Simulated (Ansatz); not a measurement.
**C₃H₈SSi: a ladder of functionals and wavefunction methods**

The task here is to estimate one member of a computed series from the others.

Program: Ansatz 0.2.0, Gaussian basis. Level of theory: functionals in def2-TZVPP, the program's frozen cores in correlated methods. These are calculated values, not measurements.

The runs, in order: PBE-D4, r2SCAN-D4, PBE0-D4, B3LYP-D4, ωB97X-V, ωB97M-V, B2PLYP; CCSD(T)/def2-TZVPP; MP2/def2-QZVPP; extrapolation to the limit.

## The relaxed structure

The geometry comes from an earlier relaxation with PBE0-D4 in a triple-zeta def2 set; it is a stationary point, not always the lowest conformer.

SMILES `CS[SiH]1CC1`, 13 atoms, charge 0, spin multiplicity 1.

Atoms are counted from 1 here; the program's logs count them from 0.

Bond lengths: C1–S2 1.819 Å, C1–H6 1.089 Å, C1–H7 1.090 Å, C1–H8 1.090 Å, S2–Si3 2.109 Å, Si3–C4 1.841 Å, Si3–C5 1.846 Å, Si3–H9 1.480 Å, C4–C5 1.547 Å, C4–H10 1.085 Å, C4–H11 1.085 Å, C5–H12 1.085 Å, C5–H13 1.086 Å. Angles: S2–C1–H6 110.9°, S2–C1–H7 111.2°, S2–C1–H8 106.6°, H6–C1–H7 110.1°, H6–C1–H8 109.2°, H7–C1–H8 108.8°, C1–S2–Si3 100.4°, S2–Si3–C4 117.7°, S2–Si3–C5 120.4°, S2–Si3–H9 115.6°, C4–Si3–C5 49.6°, C4–Si3–H9 119.4°, C5–Si3–H9 118.2°, Si3–C4–C5 65.4°, Si3–C4–H10 119.3°, Si3–C4–H11 119.0°, C5–C4–H10 116.5°, C5–C4–H11 116.0° and more.

The first run:

File in.yaml:

```yaml
crystal:
  periodic: [false, false, false]
  atoms:
    - {symbol: C, position_ang: [-1.439946, 1.002240, 1.846722]}
    - {symbol: S, position_ang: [0.347676, 0.739187, 1.637336]}
    - {symbol: Si, position_ang: [0.342129, -0.714833, 0.110030]}
    - {symbol: C, position_ang: [1.670819, -0.625044, -1.161197]}
    - {symbol: C, position_ang: [0.267901, -0.208192, -1.663509]}
    - {symbol: H, position_ang: [-1.885072, 1.394235, 0.933067]}
    - {symbol: H, position_ang: [-1.941439, 0.080889, 2.141845]}
    - {symbol: H, position_ang: [-1.555214, 1.735417, 2.644889]}
    - {symbol: H, position_ang: [-0.217211, -2.032895, 0.485192]}
    - {symbol: H, position_ang: [2.077352, -1.544633, -1.569416]}
    - {symbol: H, position_ang: [2.408335, 0.167829, -1.095509]}
    - {symbol: H, position_ang: [0.144509, 0.841467, -1.908872]}
    - {symbol: H, position_ang: [-0.199439, -0.870468, -2.385778]}
basis:
  gaussian: {orbitals: def2-TZVPP}
hamiltonian: {xc: pbe, dispersion: d4}
output: {forces: true, orbitals: {seedname: orbitals}}
```

Command:

```sh
ansatz run in.yaml --threads 4 --pin off --events-out ev --progress --plain --max-ram 10444MiB
```

Among the steps run: PBE-D4 (GGA); r2SCAN-D4 (meta-GGA); PBE0-D4 (hybrid); B3LYP-D4 (hybrid); ωB97X-V (range-separated); ωB97M-V (range-separated); B2PLYP (double hybrid); CCSD(T) in def2-TZVPP; MP2 in def2-QZVPP.

One table of the session follows, with a row left open; its other results are not shown here.

```
            method  atomisation energy (kcal/mol)
            PBE-D4                              ?
         r2SCAN-D4                         1146.4
           PBE0-D4                         1148.0
          B3LYP-D4                         1138.7
           ωB97X-V                         1145.7
           ωB97M-V                         1145.7
            B2PLYP                         1125.9
     HF/def2-TZVPP                          843.8
    MP2/def2-TZVPP                         1123.6
   CCSD/def2-TZVPP                         1094.9
CCSD(T)/def2-TZVPP                         1111.1
           MP2/CBS                         1152.2
       CCSD(T)/CBS                         1139.8
```

Q: Estimate the row for PBE-D4 from the others.

**Answer.** atomisation energy (kcal/mol): 1161.0. In the column «atomisation energy (kcal/mol)» it is the highest.
